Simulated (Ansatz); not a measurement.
# Cl2HSn: vertical and adiabatic energies of changing the electron count

A script is to give vertical and adiabatic energies of changing the electron count; the system is Cl2HSn. SMILES: [Cl][SnH][Cl].

All numbers are computed with the Python package of Ansatz 0.2.0. Level of theory: r2SCAN/def2-SVP.

## 1. The system

Bond lengths: Cl1–Sn2 2.304 Å, Sn2–Cl3 2.331 Å, Sn2–H4 1.798 Å. Angles: Cl1–Sn2–Cl3 108.0°, Cl1–Sn2–H4 112.3°, Cl3–Sn2–H4 108.5°.

The script holds or builds the structure itself.

## 2. The script

File cl2hsn_adiabatic.py:

```python
"""How Cl2HSn relaxes after losing an electron."""

from dataclasses import dataclass
import itertools
import logging
import sys

import ansatz as az
from ase.data import atomic_numbers, covalent_radii
import numpy as np

logging.basicConfig(stream=sys.stdout, format="%(name)s: %(message)s")
log = logging.getLogger("cl2hsn")
log.setLevel(logging.INFO)


@dataclass
class Options:
    basis_set: str = "def2-SVP"
    functional: str = "r2SCAN"
    charge: int = 1


cfg = Options()


def main() -> None:
    geometry_ang = [
        ("Cl", [-2.1233, 0.0566, 0.02]),
        ("Sn", [0.1054, -0.1176, -0.538]),
        ("Cl", [1.1398, -1.477, 1.0477]),
        ("H", [0.9336, 1.4778, -0.5501]),
    ]
    molecule = az.Crystal.molecule()
    for symbol, xyz in geometry_ang:
        molecule = molecule.atom(symbol, xyz)

    model = (
        molecule.calculation()
        .basis(gaussian=cfg.basis_set)  # atom-centred Gaussian functions
        .functional(cfg.functional)
        .spin("collinear", total=1)
        .accuracy("medium")  # preset for grids and thresholds
    )
    symbols = [site.symbol for site in molecule.cartesian_sites]
    start = np.array([site.position_ang for site in molecule.cartesian_sites], dtype=float)
    rep = model.relax(force_tolerance=0.01).run(threads=1, pin="off").report
    end = np.array(rep["positions_ang"])

    minimum = az.Crystal.molecule()
    for symbol, place in zip(symbols, end):
        minimum = minimum.atom(symbol, place.tolist())
    ion = (
        minimum.calculation()
        .basis(gaussian=cfg.basis_set)  # the orbital basis, by name
        .functional(cfg.functional)
        .accuracy("medium")  # preset for grids and thresholds
        .charge(cfg.charge)
    )
    vertical = ion.run(threads=1, pin="off").report
    settled = ion.relax(force_tolerance=0.01, max_steps=80).run(threads=1, pin="off").report
    log.info(f"vertical ionisation energy   {vertical['free_energy_ev'] - rep['free_energy_ev']:.3f} eV")
    log.info(f"adiabatic, no zero point     {settled['free_energy_ev'] - rep['free_energy_ev']:.3f} eV")
    log.info(f"relaxation energy of the ion {vertical['free_energy_ev'] - settled['free_energy_ev']:.3f} eV")
    ionised = np.array(settled["positions_ang"])
    # pairs closer than 1.2 times the sum of covalent radii, before or after
    radius = [covalent_radii[atomic_numbers[s]] for s in symbols]
    span = lambda where, i, j: np.linalg.norm(where[i] - where[j])
    bonded = [(i, j) for i, j in itertools.combinations(range(len(symbols)), 2) if min(span(end, i, j), span(ionised, i, j)) < 1.2 * (radius[i] + radius[j])]
    log.info("pair        before    after (A)")
    for i, j in bonded:
        print(f"{symbols[i]}{i}-{symbols[j]}{j}".ljust(10), f"{span(end, i, j):8.4f} {span(ionised, i, j):8.4f}")
    for first, second in list(itertools.combinations(bonded, 2)):
        shared = set(first) & set(second)
        if shared and symbols[(j := shared.pop())] != "H":
            i, k = sorted((set(first) | set(second)) - {j})
            u, v = ionised[i] - ionised[j], ionised[k] - ionised[j]
            angle = np.degrees(np.arccos(np.clip(u @ v / np.linalg.norm(u) / np.linalg.norm(v), -1, 1)))
            log.info(f"final angle {symbols[i]}{i}-{symbols[j]}{j}-{symbols[k]}{k}: {angle:.2f} deg")


if __name__ == "__main__":
    main()
```

## 3. What the engine is handed

The engine receives this input (first run):

```yaml
crystal:
  periodic: [false, false, false]
  atoms:
    - { symbol: Cl, position_ang: [-2.1233, 0.0566, 0.02] }
    - { symbol: Sn, position_ang: [0.1054, -0.1176, -0.538] }
    - { symbol: Cl, position_ang: [1.1398, -1.477, 1.0477] }
    - { symbol: H, position_ang: [0.9336, 1.4778, -0.5501] }
accuracy: medium
basis:
  gaussian:
    orbitals: def2-SVP
hamiltonian:
  xc: r2scan
magnetization:
  spin_polarized: true
  initial_magnetization: 1.0
relax:
  f_tol: 0.01
```

## 4. The run

Launch:

```bash
> python cl2hsn_adiabatic.py
```

**Question.** What results will this script give? Wanted: vertical ionisation energy; adiabatic ionisation energy, no zero point.

As calculated:

| quantity | value |
| --- | --- |
| vertical ionisation energy | 9.341 eV |
| adiabatic ionisation energy, no zero point | 8.414 eV |
| runs compared | 3 |

**Reading.** The ionisation energy is a difference of two total energies at the neutral geometry; letting the ion relax lowers it by 0.93 eV. Run 1: After 3 moves the largest shift is 0.099 Å, of atom 2 (Sn). Run 3: The relaxation took 5 moves; the largest shift is 0.610 Å, of atom 2 (Sn). Reading the output:
- The energies are electronic: no zero-point or thermal terms, and the basis set is short of its limit. The product may relax into another structure. The relaxation finds the nearest minimum, so the adiabatic value is an upper bound.
- def2 sets replace the cores of elements past krypton by effective core potentials.
- The species is open-shell (spin multiplicity 2).
- Only the spin states typed were run; another state of an ion can lie lower, by up to an eV or two.
